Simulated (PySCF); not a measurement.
# C₅H₄Cl₃F: magnetic properties

Programs: PySCF 2.14.0, with routines of our own; each step states its level. All values are computed. Atoms count from 0.

### 1 The starting structure

13 atoms, charge 0, multiplicity 1; geometry from: GFN2-xTB.

### 2 Magnetic properties: GIAO B3LYP/pcSseg-1

What the job is given:

```
{"job": {"kind": "mag", "xc": "B3LYP", "basis": "pcSseg-1", "isotopologues": 0}, "charge": 0, "multiplicity": 1}
C     -2.683672     0.277016    -0.116816
C     -1.557040    -0.307499     0.276075
F     -1.620775    -1.513665     0.881172
C     -0.220837     0.228206     0.121536
C      0.871715    -0.409743     0.541138
C      2.261620     0.086477     0.411143
Cl     2.996975     0.212141     2.040220
Cl     3.221426    -1.092855    -0.536858
Cl     2.392487     1.664014    -0.376188
H     -2.668097     1.235452    -0.598839
H     -3.636168    -0.195875     0.040011
H     -0.159677     1.191765    -0.360386
H      0.797652    -1.374949     1.024289
```

Method: GIAO B3LYP/pcSseg-1 magnetisability, rotational g tensor and spin-rotation constants, non-relativistic, gas phase.

The run is started by

```sh
> OMP_NUM_THREADS=1 python excited_run.py task.json out
```

The driver reads the jobs from task.json and runs them one after another.

**Question.** How long does this first job take on 1 thread of Arm Neoverse N1, shared host, and how much memory does it need?

About 66 s, with a peak of 0.87 GiB.
